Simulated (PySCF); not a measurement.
# SrIn: from the state search to spectroscopic constants

What are the lowest state that PBE0 finds, the bond length, vibrational wavenumber and bond energy of SrIn, and how much do these hang on the method?

Method: Sr def2-SVP with ECP28, In def2-SVP with ECP28, scalar-relativistic core potentials; program: PySCF 2.14.0.

## (1) Set-up

A driver script around PySCF takes these settings:

```json
{
  "atoms": "Sr, In",
  "charge": "0",
  "basis": "Sr def2-SVP with ECP28, In def2-SVP with ECP28",
  "Hamiltonian": "scalar-relativistic core potentials",
  "basis functions": "49",
  "electrons treated": "31",
  "masses in u": "87.9056, 114.9039",
  "levels": "PBE0, PBE, r²SCAN, M06, M06-L, TPSS, HF, MP2, SCS-MP2, CCSD, CCSD(T)",
  "grid": "80 radial by 434 angular points",
  "occupations": "held fixed by the projection of orbital angular momentum",
  "dissociation limit": "Sr + In, each in its ground configuration",
  "starting distance in angstrom": "3.100",
  "values of 2S to try": "1, 3"
}
```

Started as:

```bash
$ OMP_NUM_THREADS=1 python dia.py task.json out
```

The runs that follow: First curve: PBE0; Higher solutions at PBE0; PBE (GGA); r²SCAN (meta-GGA); M06 (hybrid meta-GGA); M06-L (meta-GGA); TPSS (meta-GGA); ROHF (mean field); MP2 and coupled cluster.

Q: Predict the outcome of this session. Wanted: for each run, Re; ωe; De; μ.

**Answer**, as computed:

Lowest PBE0 solution found, without spin–orbit coupling: ²Π (doublet), unpaired electrons π ↑. State 2 has its PBE0 minimum 0.25 eV higher. State 4 has its PBE0 minimum 0.70 eV higher. The other levels ran on the lowest alone.

| level | Re (Å) | ωe (cm⁻¹) | De (eV) | μ (D) |
| --- | --- | --- | --- | --- |
| ROHF | 4.170 | 27.2 | 0.034 | -1.60 |
| ROHF-MP2 | 3.507 | 83.8 | 0.356 | n/a |
| ROHF-SCS-MP2 | 3.563 | 75.2 | 0.269 | n/a |
| ROHF-CCSD | 3.548 | 79.0 | 0.296 | n/a |
| ROHF-CCSD(T) | 3.502 | 86.9 | 0.374 | n/a |
| PBE | 3.440 | 95.6 | 0.68 | -2.47 |
| TPSS | 3.427 | 97.9 | 0.66 | -2.61 |
| r²SCAN | 3.410 | 101.6 | 0.72 | -3.01 |
| M06-L | 3.470 | 93.5 | 0.63 | -2.20 |
| PBE0 | 3.448 | 94.1 | 0.57 | -2.77 |
| M06 | 3.434 | 95.0 | 0.63 | -2.00 |

De is counted to Sr + In in their ground configurations. A positive dipole means Sr(−)In(+). ⟨S²⟩ is off the pure value of 0.75 by over a tenth at TPSS 0.85, r²SCAN 1.10, PBE0 0.90.

In words: The methods spread over 0.761 Å in bond length, from r²SCAN to ROHF. CCSD(T) can't serve as the judge here: for a weak bond in this basis it is far from its limit. Among the levels with a De in the table, it runs from 0.034 eV (ROHF) to 0.72 eV (r²SCAN).

Correlated steps freeze 4 core orbitals. Spin–orbit coupling is left out, which matters for elements this heavy, above all for dissociation energies.
